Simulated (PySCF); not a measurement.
**[Yb(NO2)2]+: forces at shaken geometries**

Aim: move all atoms of relaxed [Yb(NO2)2]+ at random and read energies and forces. The species was built from a template and needn't be a known compound.

Computed with PySCF 2.14.0. Level: r2SCAN, Yb lcecp-1-SVP with ECP59, O def2-SVP, N def2-SVP; scalar-relativistic core potentials, no spin–orbit coupling.

## Step 1: The starting structure

7 atoms, charge 1, spin multiplicity 1.

Bond lengths: Yb1–O2 2.211 Å, Yb1–O3 2.211 Å, Yb1–N4 2.655 Å, Yb1–O5 2.211 Å, Yb1–O6 2.211 Å, Yb1–N7 2.655 Å, O2–N4 1.279 Å, O3–N4 1.279 Å, O5–N7 1.279 Å, O6–N7 1.279 Å. Angles: O2–Yb1–O3 57.3°, O2–Yb1–N4 28.7°, O2–Yb1–O5 140.4°, O2–Yb1–O6 140.4°, O2–Yb1–N7 151.3°, O3–Yb1–N4 28.7°, O3–Yb1–O5 140.4°, O3–Yb1–O6 140.4°, O3–Yb1–N7 151.3°, N4–Yb1–O5 151.3°, N4–Yb1–O6 151.3°, N4–Yb1–N7 180.0°, O5–Yb1–O6 57.3°, O5–Yb1–N7 28.7°, O6–Yb1–N7 28.7°, Yb1–O2–N4 95.3°, Yb1–O3–N4 95.3°, Yb1–N4–O2 56.0° and more.

Geometry (Å):

```xyz
7

Yb    0.0000    0.0000    0.0000
O     0.7499    0.7499    1.9406
O    -0.7499   -0.7499    1.9406
N     0.0000    0.0000    2.6551
O     0.7499   -0.7499   -1.9406
O    -0.7499    0.7499   -1.9406
N     0.0000    0.0000   -2.6551
```

Formal oxidation states: Yb +3. Each metal's 13 4f electrons lie in its core potential, so multiplicities, spins and levels count the valence alone. An earlier session relaxed this geometry at r2SCAN, Yb lcecp-1-SVP with ECP59, O def2-SVP, N def2-SVP (singlet, point group D2d).

Its energy there is -449.003155 Eh.

## Step 2: Atoms moved at random, σ = 0.03 Å

The input, run.py (the lines that set the calculation):

```python
mol = gto.M(atom='''
Yb    -0.00687     0.01752    -0.02077
O      0.79104     0.76491     1.98401
O     -0.75018    -0.78075     1.93311
N      0.02037     0.03451     2.62917
O      0.74576    -0.75124    -1.89374
O     -0.80354     0.71141    -2.04612
N      0.00341     0.00364    -2.58566''',
    basis={'Yb': 'lcecp-1-SVP', 'O': 'def2-SVP', 'N': 'def2-SVP'},
    ecp={'Yb': 'lcecp-1-SVP'},
    charge=1, spin=0)
mf = dft.RKS(mol, xc='R2SCAN')
mf.grids.atom_grid = (50, 194)  # f atoms: unpruned, at least (60, 302)
mf = mf.density_fit()  # fitting sets: Yb AutoAux, O def2-universal-JKFIT, N def2-universal-JKFIT
mf.conv_tol = 1e-08; mf.max_cycle = 55
mf.kernel(dm0)  # dm0: the density of the relaxed state
```

On the command line:

```bash
> OMP_NUM_THREADS=2 python run.py
```

## Step 3: Atoms moved at random, σ = 0.06 Å

The input, run.py (the lines that set the calculation):

```python
mol = gto.M(atom='''
Yb     0.01653     0.05030    -0.04296
O      0.77277     0.67846     1.97940
O     -0.78670    -0.73555     1.98259
N      0.04762    -0.01203     2.68520
O      0.82197    -0.73903    -1.92839
O     -0.84847     0.80289    -1.93076
N     -0.02371    -0.04504    -2.74508''',
    basis={'Yb': 'lcecp-1-SVP', 'O': 'def2-SVP', 'N': 'def2-SVP'},
    ecp={'Yb': 'lcecp-1-SVP'},
    charge=1, spin=0)
mf = dft.RKS(mol, xc='R2SCAN')
mf.grids.atom_grid = (50, 194)  # f atoms: unpruned, at least (60, 302)
mf = mf.density_fit()  # fitting sets: Yb AutoAux, O def2-universal-JKFIT, N def2-universal-JKFIT
mf.conv_tol = 1e-08; mf.max_cycle = 55
mf.kernel(dm0)  # dm0: the density of the relaxed state
```

## Step 4: Atoms moved at random, σ = 0.1 Å

The input, run.py (the lines that set the calculation):

```python
mol = gto.M(atom='''
Yb     0.14437     0.05602     0.18908
O      0.64356     0.73250     2.05214
O     -0.72272    -0.67282     1.88124
N     -0.08290     0.04797     2.53846
O      0.62243    -0.78795    -2.05279
O     -0.55414     0.64764    -2.02795
N     -0.05060    -0.02337    -2.58017''',
    basis={'Yb': 'lcecp-1-SVP', 'O': 'def2-SVP', 'N': 'def2-SVP'},
    ecp={'Yb': 'lcecp-1-SVP'},
    charge=1, spin=0)
mf = dft.RKS(mol, xc='R2SCAN')
mf.grids.atom_grid = (50, 194)  # f atoms: unpruned, at least (60, 302)
mf = mf.density_fit()  # fitting sets: Yb AutoAux, O def2-universal-JKFIT, N def2-universal-JKFIT
mf.conv_tol = 1e-08; mf.max_cycle = 55
mf.kernel(dm0)  # dm0: the density of the relaxed state
```

**Question.** What will these runs give? Wanted: for each run, σ; energy rise; harmonic estimate −½ F·u; largest force component.

The runs gave:

| σ (Å) | energy rise (eV) | harmonic estimate −½ F·u (eV) | largest force component (eV/Å) |
| --- | --- | --- | --- |
| 0.03 | 0.404 | 0.398 | 5.44 |
| 0.06 | 0.750 | 0.672 | 5.22 |
| 0.1 | 6.972 | 8.614 | 27.23 |

Every displacement raises the energy. For a harmonic well the rise equals −½ F·u; at σ = 0.1 Å the two differ by 24 %, from anharmonicity and the small forces left at the relaxed point. These are double-zeta-type bases without diffuse functions. Spin–orbit coupling is left out.
